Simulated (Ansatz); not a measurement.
# CH₅Sb: one species, many methods

An exercise on one series of results from a longer session: the logs are not shown, and one member is left open.

Computed with Ansatz 0.2.0, Gaussian basis. Level: functionals in def2-TZVPP, the program's frozen cores in correlated methods.

Plan: LDA (SPW92), PBE-D4, revPBE-D4, BLYP-D4, r2SCAN-D4, B97M-V, PBE0-D4, B3LYP-D4, r2SCANh-D4, r2SCAN0-D4, HSE06-D4, BHLYP-D4, CAM-B3LYP-D4, LC-ωPBE, ωB97X-V, ωB97M-V, B2PLYP, PBE-QIDH; CCSD(T)/def2-SVP; CCSD(T)/def2-TZVPP; MP2/def2-QZVPP; extrapolation to the limit; RPA on PBE.

**Structure used throughout**

An earlier PBE0-D4 in a triple-zeta def2 set relaxation fixed the geometry. Sb takes the def2 core potential; no spin-orbit term is included.

SMILES `[CH3][SbH2]`, 7 atoms, charge 0, spin multiplicity 1.

Atoms are counted from 1 here; the program's logs count them from 0.

Bond lengths: C1–Sb2 2.162 Å, C1–H3 1.090 Å, C1–H4 1.090 Å, C1–H5 1.088 Å, Sb2–H6 1.711 Å, Sb2–H7 1.711 Å. Angles: Sb2–C1–H3 108.7°, Sb2–C1–H4 108.7°, Sb2–C1–H5 111.0°, H3–C1–H4 108.9°, H3–C1–H5 109.8°, H4–C1–H5 109.7°, C1–Sb2–H6 94.2°, C1–Sb2–H7 94.2°, H6–Sb2–H7 91.2°.

Set-up of the first run:

The input, in.yaml:

```yaml
crystal:
  periodic: [false, false, false]
  atoms:
    - {symbol: C, position_ang: [-0.610520, -0.478692, -0.404760]}
    - {symbol: Sb, position_ang: [0.668275, 0.179765, 1.208918]}
    - {symbol: H, position_ang: [-0.439312, -1.541508, -0.574806]}
    - {symbol: H, position_ang: [-1.649247, -0.331800, -0.109302]}
    - {symbol: H, position_ang: [-0.405820, 0.077218, -1.317107]}
    - {symbol: H, position_ang: [0.411602, 1.843088, 0.900250]}
    - {symbol: H, position_ang: [2.086122, 0.183828, 0.251108]}
basis:
  gaussian: {orbitals: def2-TZVPP}
hamiltonian: {xc: lda}
output: {orbitals: {seedname: orbitals}}
```

Steps of the session up to this table: LDA; PBE-D4 (GGA); revPBE-D4 (GGA); BLYP-D4 (GGA); r2SCAN-D4 (meta-GGA); B97M-V (meta-GGA); PBE0-D4 (hybrid); B3LYP-D4 (hybrid); r2SCANh-D4 (hybrid); r2SCAN0-D4 (hybrid); HSE06-D4 (hybrid); BHLYP-D4 (hybrid); CAM-B3LYP-D4 (range-separated); LC-ωPBE-D4 (range-separated; the results give it without D4); ωB97X-V (range-separated); ωB97M-V (range-separated); B2PLYP (double hybrid); PBE-QIDH (double hybrid).

One of the session's tables, all rows but one given; the rest of the session is left out.

It belongs to the step «Frontier levels by functional». 

| functional | HOMO (eV) | gap (eV) |
| --- | --- | --- |
| LDA (SPW92) | -6.16 | 5.07 |
| PBE-D4 | -6.03 | 5.08 |
| revPBE-D4 | -5.99 | 5.11 |
| BLYP-D4 | -5.93 | 5.03 |
| r2SCAN-D4 | -6.27 | 5.64 |
| B97M-V | ? | ? |
| PBE0-D4 | -7.04 | 6.83 |
| B3LYP-D4 | -6.88 | 6.42 |
| r2SCANh-D4 | -6.64 | 6.27 |
| r2SCAN0-D4 | -7.20 | 7.20 |
| HSE06-D4 | -6.65 | 6.07 |
| BHLYP-D4 | -7.95 | 8.42 |
| CAM-B3LYP-D4 | -8.30 | 8.94 |
| LC-ωPBE | -9.54 | 11.31 |
| ωB97X-V | -9.23 | 10.86 |
| ωB97M-V | -9.13 | 10.47 |

Estimate the missing values for B97M-V.

**Answer.** HOMO (eV): -6.24; gap (eV): 5.38. In the column «HOMO (eV)» it lies between r2SCAN-D4 (-6.27) and LDA (SPW92) (-6.16).
